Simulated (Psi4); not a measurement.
# doublet C2H5AlO+: levels of theory compared

We compute a comparison of 3 runs (UHF/STO-3G, UHF/3-21G, UHSE06/6-31G*) of doublet C2H5AlO+. 

Program for the calculation: Psi4 1.11.

## (1) The system as given

The species is C2H5AlO+ (9 atoms), meant as a doublet with charge +1. As SMILES of the parent species, `[CH3][Al]1[CH2][O]1`. The shape is that of a PBE0-D4/def2-TZVP optimisation. That shape belongs to the parent species and isn't relaxed for this state.

Bond lengths: C1–Al2 1.934 Å, Al2–C3 1.883 Å, Al2–O4 1.707 Å, C3–O4 1.488 Å, C1–H5 1.093 Å, C1–H6 1.091 Å, C1–H7 1.094 Å, C3–H8 1.091 Å, C3–H9 1.091 Å. Some angles: C1–Al2–C3 171.7°, C1–Al2–O4 139.6°, C3–Al2–O4 48.7°, Al2–C3–O4 59.5°, Al2–O4–C3 71.8°, Al2–C1–H5 110.3°, Al2–C1–H6 112.2°, Al2–C1–H7 110.1°, Al2–C3–H8 123.8°, Al2–C3–H9 123.8°.

## (2) Energy and forces at UHF/STO-3G (run 1)

File calc.py:

```python
import psi4

psi4.set_memory(2200000000)
psi4.set_num_threads(1)
psi4.core.set_output_file('psi4.out', False)

geom = psi4.geometry("""
1 2
C     -0.670900     1.320200    -1.081500
Al     0.051300    -0.076700     0.044200
C      0.678700    -1.280200     1.349300
O      0.789300    -1.609500    -0.097900
H      0.039700     1.575000    -1.872100
H     -0.900200     2.226000    -0.517500
H     -1.591200     0.976800    -1.562100
H      0.038500    -1.980500     1.887700
H      1.653200    -1.197400     1.832800
symmetry c1
""")

psi4.set_options({
    'reference': 'uhf',
    'puream': True,
    'e_convergence': 1e-09,
    'd_convergence': 1e-08,
    'scf_type': 'pk',
    'maxiter': 100,
})

e_tot, wfn = psi4.gradient("hf/STO-3G", return_wfn=True)
psi4.oeprop(wfn, "WIBERG_LOWDIN_INDICES", "QUADRUPOLE", "DIPOLE")
print('gradient / Eh bohr^-1')
print(e_tot.np.round(6))
print(f'energy = {wfn.energy():.10f} Eh')
```

Command:

```console
python calc.py
```

psi4.out:

```text
[...]
  Running in c1 symmetry.
[...]
  Nuclear repulsion =  145.500629802387095
[...]
  Multiplicity = 2
[...]
  Nalpha       = 19
  Nbeta        = 18
[...]
    Number of basis functions: 29
[...]
   @UHF iter   1:  -390.23543199262957   -3.12207e+00   1.48878e-02 DIIS/ADIIS
[...]
   @UHF iter  20:  -390.40543623647534   -1.36424e-12   9.32565e-09 DIIS
[...]
   @S^2 Observed:                7.808004840E-01
[...]
  @UHF Final Energy:  -390.40543623647534
   => Energetics <=
    Nuclear Repulsion Energy =            145.5006298023870954
    One-Electron Energy =                -821.4938488336558748
    Two-Electron Energy =                 285.5877827947934975
    Total Energy =                       -390.4054362364753388
  UHF NO Occupations:
  HONO-2 :   17  A 1.9993315
  HONO-1 :   18  A 1.9857961
[...]
  -Total Gradient:
     Atom            X                  Y                   Z
    ------   -----------------  -----------------  -----------------
       1       -0.004478205704     0.011721014893    -0.009683957712
       2        0.032440542765    -0.064352946725     0.040955813040
       3       -0.021802928471     0.046851807634     0.029418452056
       4       -0.006119253793     0.009285065750    -0.047754210381
       5        0.003035006170     0.002489204505    -0.006571309646
       6       -0.002259577444     0.006145605113     0.002153198286
       7       -0.006165676721    -0.000951918973    -0.004534399007
       8        0.005962858086    -0.004003772017    -0.002110053234
       9       -0.000612764886    -0.007184060180    -0.001873533402
[...]
```

On the terminal:

```text
gradient / Eh bohr^-1
[[-0.004478  0.011721 -0.009684]
 [ 0.032441 -0.064353  0.040956]
 [-0.021803  0.046852  0.029418]
 [-0.006119  0.009285 -0.047754]
 [ 0.003035  0.002489 -0.006571]
 [-0.00226   0.006146  0.002153]
 [-0.006166 -0.000952 -0.004534]
 [ 0.005963 -0.004004 -0.00211 ]
 [-0.000613 -0.007184 -0.001874]]
energy = -390.4054362365 Eh
```

Run time: 2.6 s. Hardware: 1 thread of AMD EPYC 7R43 (Zen 3), shared host; peak memory 0.17 GiB.

## (3) Energy and forces at UHF/3-21G (run 2)

File run.py:

```python
import psi4

psi4.set_memory('2200 MB')
psi4.set_num_threads(1)
psi4.core.set_output_file('output.dat', False)

m = psi4.geometry("""
1 2
C     -1.26781726     2.49481643    -2.04373880
Al     0.09694295    -0.14494199     0.08352589
C      1.28255712    -2.41922738     2.54980746
O      1.49156083    -3.04151420    -0.18500419
H      0.07502213     2.97631865    -3.53775628
H     -1.70113146     4.20653035    -0.97793327
H     -3.00693221     1.84588448    -2.95194118
H      0.07275446    -3.74260259     3.56723601
H      3.12409523    -2.26275806     3.46349004
units bohr
symmetry c1
no_reorient
no_com
""")

psi4.set_options({
    'basis': '3-21G',
    'reference': 'uhf',
    'puream': True,
    'e_convergence': 1e-09,
    'd_convergence': 1e-08,
    'scf_type': 'pk',
    'maxiter': 100,
})

energy_value, wavefunction = psi4.gradient("scf", return_wfn=True)
psi4.oeprop(wavefunction, "DIPOLE", "QUADRUPOLE", "MAYER_INDICES", title="SCF")
print('gradient / Eh bohr^-1')
print(energy_value.np.round(6))
print(f'energy = {wavefunction.energy():.10f} Eh')
```

Command:

```console
python run.py
```

output.dat:

```text
[...]
  Running in c1 symmetry.
[...]
  Nuclear repulsion =  145.500629799739670
[...]
  Multiplicity = 2
[...]
  Nalpha       = 19
  Nbeta        = 18
[...]
    Number of basis functions: 50
[...]
   @UHF iter   1:  -392.82955981044336   -7.50107e-01   8.52215e-03 ADIIS/DIIS
[...]
   @UHF iter  20:  -392.95219100293434   -2.10321e-12   8.28719e-09 DIIS
[...]
   @S^2 Observed:                7.733802070E-01
[...]
  @UHF Final Energy:  -392.95219100293434
   => Energetics <=
    Nuclear Repulsion Energy =            145.5006297997396700
    One-Electron Energy =                -822.9443452265013548
    Two-Electron Energy =                 284.4915244238272862
    Total Energy =                       -392.9521910029343417
  UHF NO Occupations:
  HONO-2 :   17  A 1.9994539
  HONO-1 :   18  A 1.9896787
[...]
  -Total Gradient:
     Atom            X                  Y                   Z
    ------   -----------------  -----------------  -----------------
       1        0.004405505325    -0.007326279502    -0.000315365274
       2        0.042602233195    -0.084525856354     0.055719569101
       3       -0.038807799685     0.076898187409    -0.043456555536
       4       -0.015992341066     0.031692552916    -0.018758041685
       5        0.001853142859     0.001305576039    -0.003669089455
       6       -0.000701979851     0.002944671260     0.003293863069
       7       -0.003344188761    -0.001135812818    -0.002164202682
       8        0.001506657595    -0.011612825746     0.004791915951
       9        0.008478770388    -0.008240213205     0.004557906511
[...]
```

On the terminal:

```text
gradient / Eh bohr^-1
[[ 0.004406 -0.007326 -0.000315]
 [ 0.042602 -0.084526  0.05572 ]
 [-0.038808  0.076898 -0.043457]
 [-0.015992  0.031693 -0.018758]
 [ 0.001853  0.001306 -0.003669]
 [-0.000702  0.002945  0.003294]
 [-0.003344 -0.001136 -0.002164]
 [ 0.001507 -0.011613  0.004792]
 [ 0.008479 -0.00824   0.004558]]
energy = -392.9521910029 Eh
```

It took 3 s on 1 thread of AMD EPYC 7R43 (Zen 3), shared host; peak memory 0.19 GiB.

## (4) The energy at UHSE06/6-31G(d) (spherical functions) (run 3)

File calc.dat:

```
memory 2.2 GB

molecule {
  1 2
  C     -0.670900     1.320200    -1.081500
  Al     0.051300    -0.076700     0.044200
  C      0.678700    -1.280200     1.349300
  O      0.789300    -1.609500    -0.097900
  H      0.039700     1.575000    -1.872100
  H     -0.900200     2.226000    -0.517500
  H     -1.591200     0.976800    -1.562100
  H      0.038500    -1.980500     1.887700
  H      1.653200    -1.197400     1.832800
  symmetry c1
}

set {
  basis                6-31G*
  reference            uks
  puream               true
  e_convergence        1e-09
  d_convergence        1e-08
  scf_type             pk
  dft_radial_points    99
  dft_spherical_points 590
  maxiter              100
}

result, w = energy("hse06", return_wfn=True)
oeprop(w, "MULLIKEN_CHARGES", "LOWDIN_CHARGES", "DIPOLE", title="HSE06")
```

Command:

```console
psi4 -i calc.dat -o calc.out -n 1
```

calc.out:

```text
[...]
  Running in c1 symmetry.
[...]
  Nuclear repulsion =  145.500629802387095
[...]
  Multiplicity = 2
[...]
  Nalpha       = 19
  Nbeta        = 18
[...]
    Number of basis functions: 70
[...]
   @UKS iter   1:  -395.96845771899194   -1.22011e-01   1.07007e-02 ADIIS/DIIS
[...]
   @UKS iter  14:  -396.25620137887137   -2.27374e-12   7.26649e-09 DIIS
[...]
   @S^2 Observed:                7.547673308E-01
[...]
  @UKS Final Energy:  -396.25620137887137
   => Energetics <=
    Nuclear Repulsion Energy =            145.5006298023870954
    One-Electron Energy =                -826.2864300917628952
    Two-Electron Energy =                 314.9680226004716133
    DFT Exchange-Correlation Energy =     -30.4384236899671023
    Empirical Dispersion Energy =           0.0000000000000000
    VV10 Nonlocal Energy =                  0.0000000000000000
    Total Energy =                       -396.2562013788713671
[...]
 Multipole Moments:
 ------------------------------------------------------------------------------------
     Multipole            Electronic (a.u.)      Nuclear  (a.u.)        Total (a.u.)
 ------------------------------------------------------------------------------------
 L = 1.  Multiply by 2.5417464519 to convert [e a0] to [Debye]
 Dipole X            :          1.1670082           -1.4534531           -0.2864449
 Dipole Y            :         -2.2590292            2.9078582            0.6488290
 Dipole Z            :          1.2830526           -0.3945048            0.8885479
 Magnitude           :                                                    1.1369024
[...]
```

Wall time 69 s (1 thread of AMD EPYC 7R43 (Zen 3), shared host); peak memory 1.1 GiB.

## (5) Overview of the runs

```
run                                level      task         integration grid  energy (Eh)  HOMO energy (eV)  LUMO energy (eV)   ⟨S²⟩  wall time
  1                           UHF/STO-3G  gradient                        –  -390.405436            -16.08             -2.28  0.781      2.6 s
  2                            UHF/3-21G  gradient                        –  -392.952191            -17.57             -5.92  0.773        3 s
  3  UHSE06/6-31G* (spherical functions)    energy  99 radial × 590 angular  -396.256201            -14.12            -11.00  0.755       69 s
```

## (6) Summary of results

```
                                 quantity          value
                      run 3: total energy  -396.25620 Eh
run 3: HOMO energy (highest over α and β)      -14.12 eV
 run 3: LUMO energy (lowest over α and β)      -11.00 eV
                              run 3: ⟨S²⟩          0.755
```

In run 1 the basis is minimal, so the values are rough. All runs together took 74 s, the longest 69 s.
